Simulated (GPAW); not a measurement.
## WAu in GPAW: the effect of volume over the given one

Crystal: WAu.

```xyz
2
Lattice="0.0000 2.7930 2.7930 2.7930 0.0000 2.7930 2.7930 2.7930 0.0000" Properties=species:S:1:pos:R:3 pbc="T T T"
W     0.0000    0.0000    0.0000
Au    4.1896    4.1896    4.1896
```

The cell was built by a generator and needn't be a form met in nature.

| Property | Result |
| --- | --- |
| Program | GPAW 26.7.0 |
| Functional | PBE |
| Potentials or basis | GPAW PAW data sets (gpaw-data 1.2.1) |
| Cutoff | 510 eV |
| Basis | pw |
| k mesh | 8 × 8 × 8 |
| Occupations | fermi-dirac, width 0.05 eV |
| Spin | no spin polarisation |
| Task of each run | Fermi surface |

The series moves volume over the given one from these settings.

| volume over the given one | energy per atom (eV/atom) | pressure (GPa) |
| --- | --- | --- |
| 1 | ? | ? |
| 0.95 | -4.778 | 50 |
| 0.9 | -4.39 | 70.34 |
| 0.85 | -3.852 | 96.71 |
| 0.8 | -3.118 | 131.1 |
| 1.05 | -5.232 | 21.97 |

Q: What does the run at 1 give?

A: Energy per atom (eV/atom) -5.05; pressure (GPa) 34.23.

Worked out: A parabola through the other rows of the energy per atom, of slope -4.23 eV/atom per unit of volume over the given one there, gives -5.08 eV/atom, against the run's -5.05. A parabola through the other rows of the pressure, of slope -267 GPa per unit of volume over the given one there, gives 32.9 GPa, against the run's 34.2.
